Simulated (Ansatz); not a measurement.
# BBrH₂N− (SMILES [NH-]BBr): one structure at several levels

The task here is to estimate one member of a computed series from the others.

Computed with Ansatz 0.2.0, Gaussian basis. Level: single points in def2-TZVPPD.

Cores are frozen in the correlated methods. Filled d shells of the heavier atoms are correlated.

**Where the work starts**

SMILES `[NH-]BBr`, 5 atoms, charge -1, spin multiplicity 1.

Atoms are counted from 1 here; the program's logs count them from 0.

Bond lengths: N1–B2 1.285 Å, N1–H4 1.122 Å, B2–Br3 2.251 Å, B2–H5 1.393 Å. Angles: B2–N1–H4 128.3°, N1–B2–Br3 123.1°, N1–B2–H5 131.4°, Br3–B2–H5 105.1°.

Coordinates:

```xyz
5

N    -0.3741   -0.9762   -0.1981
B     0.4198   -0.0412    0.1853
Br    0.1134    2.1253   -0.3414
H    -1.3444   -0.8812   -0.7526
H     1.6521   -0.0867    0.8323
```

The first run:

run/in.yaml

```yaml
crystal:
  periodic: [false, false, false]
  atoms:
    - {symbol: N, position_ang: [-0.374100, -0.976200, -0.198100]}
    - {symbol: B, position_ang: [0.419800, -0.041200, 0.185300]}
    - {symbol: Br, position_ang: [0.113400, 2.125300, -0.341400]}
    - {symbol: H, position_ang: [-1.344400, -0.881200, -0.752600]}
    - {symbol: H, position_ang: [1.652100, -0.086700, 0.832300]}
basis:
  gaussian: {orbitals: "def2-TZVPPD.json"}
total_charge: -1
correlation: {method: ccsd_t}
output: {forces: true}
```

The basis file named in the input lies beside it (Basis Set Exchange, JSON).

No record of the launch command was kept for these runs.

Among the steps run: CCSD(T)/def2-TZVPPD; PBE0-D4/def2-TZVPPD; wB97M-V/def2-TZVPPD; r2SCAN-D4/def2-TZVPPD; PBE-D4/def2-TZVPPD; BLYP-D4/def2-TZVPPD; B97M-V/def2-TZVPPD.

One of the session's tables, all rows but one given; the rest of the session is left out.

```
   method  RMS force component (eV/Å)  angle to CCSD(T) forces (°)
  CCSD(T)                       2.191                    reference
  PBE0-D4                       2.008                          5.6
  wB97M-V                       2.019                          6.2
r2SCAN-D4                       2.016                          4.0
   PBE-D4                       1.995                          1.2
  BLYP-D4                       1.939                          3.5
   B97M-V                           ?                            ?
```

**Question.** Estimate the row for B97M-V.

**Answer.** RMS force component (eV/Å): 1.972; angle to CCSD(T) forces (°): 6.4. In the column «RMS force component (eV/Å)» it lies between BLYP-D4 (1.939) and PBE-D4 (1.995).
